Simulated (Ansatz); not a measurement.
# Ge6Mo2W: the cost of one run

Program: Ansatz 0.2.0. Level of theory: DFT PBE, scalar-relativistic, plane waves, PAW. These are calculated values, not measurements.

2 further runs of the same task are left out: 1 that didn't finish, 1 set aside as unsound or not needed.

**1. The system as given**

It takes space group Fmmm (No. 69, orthorhombic). The conventional cell has a = 5.056 Å, b = 8.815 Å, c = 15.168 Å, α = 90.00°, β = 90.00°, γ = 90.00°. Ge (site symmetry m) is surrounded by 5 Ge at 2.85 to 2.97 Å and 4 Mo at 2.90 to 2.98 Å and 1 W at 2.90 Å. Ge (site symmetry m2m) is surrounded by 5 Ge at 2.85 to 2.97 Å and 3 W at 2.90 to 2.98 Å and 2 Mo at 2.90 Å. Mo (site symmetry mm2) is surrounded by 10 Ge at 2.90 to 2.98 Å. Around W (site symmetry mmm) lie 10 Ge at 2.90 to 2.98 Å.

As a file:

```
Ge Mo W
1.0
     0.00000    4.40758    7.58417
     2.52806    0.00000    7.58417
     2.52806    4.40758    0.00000
Ge Mo W
6 2 1
Direct
  0.49501 0.17166 0.82834
  0.82834 0.50499 0.49501
  0.16167 0.83833 0.16167
  0.17166 0.49501 0.50499
  0.50499 0.82834 0.17166
  0.83833 0.16167 0.83833
  0.83333 0.83333 0.16667
  0.16667 0.16667 0.83333
  0.50000 0.50000 0.50000
```

The start is an ordering of an alloy on its end members' structure types: elements ordered on the sites of the Ge2Mo type, Mo/W on Mo (Fmmm, No. 69).

**2. Probe: one point on a coarse mesh**

Input file input.yaml:

```yaml
crystal:
  lattice:
    - [0.0, 4.40758043, 7.58416781]
    - [2.52805594, 0.0, 7.58416781]
    - [2.52805594, 4.40758043, 0.0]
  atoms:
    - { symbol: Ge, position: [0.49500759, 0.17165907, 0.82834093] }
    - { symbol: Ge, position: [0.82834093, 0.50499241, 0.49500759] }
    - { symbol: Ge, position: [0.16167426, 0.83832574, 0.16167426] }
    - { symbol: Ge, position: [0.17165907, 0.49500759, 0.50499241] }
    - { symbol: Ge, position: [0.50499241, 0.82834093, 0.17165907] }
    - { symbol: Ge, position: [0.83832574, 0.16167426, 0.83832574] }
    - { symbol: Mo, position: [0.83333333, 0.83333333, 0.16666667] }
    - { symbol: Mo, position: [0.16666667, 0.16666667, 0.83333333] }
    - { symbol: W, position: [0.5, 0.5, 0.5] }
basis:
  ecutwfc: 420
kpoints:
  mp_grid: { grid: [4, 4, 4] }
hamiltonian:
  xc: pbe
scf:
  occupations: { method: gaussian, width: 0.1 }
  lower_state_search: "off"
output:
  forces: true
  stress: true
  eigenvalues: true
```

Run with:

```sh
> ansatz run input.yaml --threads 1 --pin off --max-ram 2560MiB --backend cpu --events-out ev --progress --plain --runs-dir out
```

**Question.** How long does this run take on 1 thread of Intel Xeon at 2.70GHz, shared host, and how much memory does it need?

About 14 s, with a peak of 0.6 GiB.
